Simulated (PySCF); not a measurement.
**GaCl+: from the state search to spectroscopic constants**

What are the lowest state that PBE0 finds, the bond length, vibrational wavenumber and bond energy of GaCl+, and how much do these hang on the method?

Computed with PySCF 2.14.0. Level: Ga cc-pVDZ-PP with ECP10, Cl cc-pV(D+d)Z, scalar-relativistic core potentials.

## (1) The job

Settings of the job:

```json
{
  "atoms": "Ga, Cl",
  "charge": "1",
  "basis": "Ga cc-pVDZ-PP with ECP10, Cl cc-pV(D+d)Z",
  "Hamiltonian": "scalar-relativistic core potentials",
  "basis functions": "46",
  "electrons treated": "37",
  "masses in u": "68.9256, 34.9689",
  "levels": "PBE0, PBE, r²SCAN, BLYP, revPBE, BP86, HF, MP2, SCS-MP2, CCSD, CCSD(T)",
  "grid": "80 radial by 434 angular points",
  "occupations": "held fixed by the projection of orbital angular momentum",
  "dissociation limit": "Ga+ + Cl, each in its ground configuration",
  "starting distance in angstrom": "2.275",
  "values of 2S to try": "1, 3"
}
```

Started as:

```
> OMP_NUM_THREADS=1 python dia.py task.json out
```

Further steps of the session: The PBE0 curve of the state that the search chose; Other states along the same grid; PBE; r²SCAN; BLYP; revPBE; BP86 (GGA); UHF; Correlated methods on the Hartree–Fock reference.

What does the calculation give? Wanted: for each run, Re; ωe; De; μ.

The runs gave:

Lowest PBE0 solution found, without spin–orbit coupling: ²Σ⁺ (doublet), unpaired electrons σ ↑. State 2 has its PBE0 minimum 0.46 eV higher. State 3 has its PBE0 minimum 5.26 eV higher. The other levels ran on the lowest alone.

```
      level  Re (Å)  ωe (cm⁻¹)  De (eV)  μ (D)
        UHF   2.103        409    0.109  -3.86
   UHF-CCSD   2.125        384    0.451    n/a
UHF-CCSD(T)   2.125        393     0.56    n/a
        PBE   2.158        358     0.91  -2.81
     revPBE   2.168        351     0.76  -2.91
       BLYP   2.202        315     0.65  -2.75
       BP86   2.162        353     0.85  -2.82
     r²SCAN   2.113        402     0.99  -2.97
       PBE0   2.126        382     0.81  -3.11
```

De is counted to Ga+ + Cl in their ground configurations. A positive dipole points from Ga to Cl; in an ion it is taken about the centre of mass and does not tell which atom is negative. No constants: UHF-MP2 (fits of two degrees disagree); UHF-SCS-MP2 (fits of two degrees disagree).

What this shows: Bond lengths run from 2.103 Å (UHF) to 2.202 Å (BLYP). CCSD(T) can't serve as the judge here: for a weak bond in this basis it is far from its limit. Of the levels with a De here, UHF gives the least (0.109 eV) and r²SCAN the most (0.99 eV).

Correlated steps freeze 9 core orbitals. At UHF the stretched side of the curve climbs above De, by a hump or because the determinant held fixed goes to a higher limit.
